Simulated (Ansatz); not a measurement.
# HfB2, space group P6/mmm: a scan of one input key

With Ansatz 0.2.0, Python API.

Interactive session:
```pycon
>>> import ansatz as az
>>> crystal = (
...     az.Lattice.from_parameters(3.14, 3.14, 3.48, alpha=90.0, beta=90.0, gamma=120.0)
...     .atom("Hf", (0.0, 0.0, 0.0))
...     .atom("B", (1 / 3, 2 / 3, 0.5))
...     .atom("B", (2 / 3, 1 / 3, 0.5))
... )
>>> crystal.resolved().sites[-1]
Site(symbol='B', position=(0.6666666666666666, 0.3333333333333333, 0.5), moment=None, axis=None, held=None, saved=None)
>>> calc = (
...     crystal.calculation()
...     .basis(650)
...     .kpoints(11, 11, 9)
...     .functional(az.Functional.R2SCAN)
...     .occupations(az.OccupationsMethod.GAUSSIAN, width=0.1)
...     .band_table()
... )
>>> typed = calc.input()
>>> rows = []
>>> for value in [1, 2, 3]:
...     edited = typed.set(az.key.basis.xc_grid, value)
...     r = az.Session.from_dict(edited).plan().execute().report
...     rows.append((value, r["free_energy_ev"], r["n_iterations"], len(r["eigenvalues_ev"][0]) if "eigenvalues_ev" in r else 0))
...
>>> for row in rows:
...     print("; ".join(f"{name} = {round(v, 4) if isinstance(v, float) else v}" for name, v in zip(["xc grid", "F eV", "iterations", "bands listed"], row)))
...
xc grid = 1; F eV = -16049.3869; iterations = 6; bands listed = 20
xc grid = 2; F eV = -16049.3865; iterations = 6; bands listed = 20
xc grid = 3; F eV = -16049.3865; iterations = 6; bands listed = 20
>>> print(edited.to_yaml())
crystal:
  lattice:
    a: 3.14
    b: 3.14
    c: 3.48
    alpha: 90.0
    beta: 90.0
    gamma: 120.0
  atoms:
    - { symbol: Hf, position: [0.0, 0.0, 0.0] }
    - { symbol: B, position: [0.3333333333333333, 0.6666666666666666, 0.5] }
    - { symbol: B, position: [0.6666666666666666, 0.3333333333333333, 0.5] }
basis:
  ecutwfc: 650.0
  xc_grid: 3
kpoints:
  mp_grid:
    grid: [11, 11, 9]
hamiltonian:
  xc: r2scan
scf:
  occupations:
    method: gaussian
    width: 0.1
output:
  eigenvalues: true
```

Notes:
- Absolute energies stand on the zero of these potentials, so only differences at equal settings mean something. A total without «per atom» is that of the whole cell that was run.
- For a metal this k-point mesh is coarse: on a finer one energies can move by several to tens of meV an atom and pressures by half a GPa or more, differences at one mesh by less.
- Spin-orbit coupling, which matters for elements this heavy, is left out.
- The starting cell is as deposited in a crystallographic database; the results hold for this polymorph, which needn't be the stable one.
- Finished in 19 s on 1 thread of Arm Neoverse V2, with other jobs on the host, peak memory 0.45 GiB.
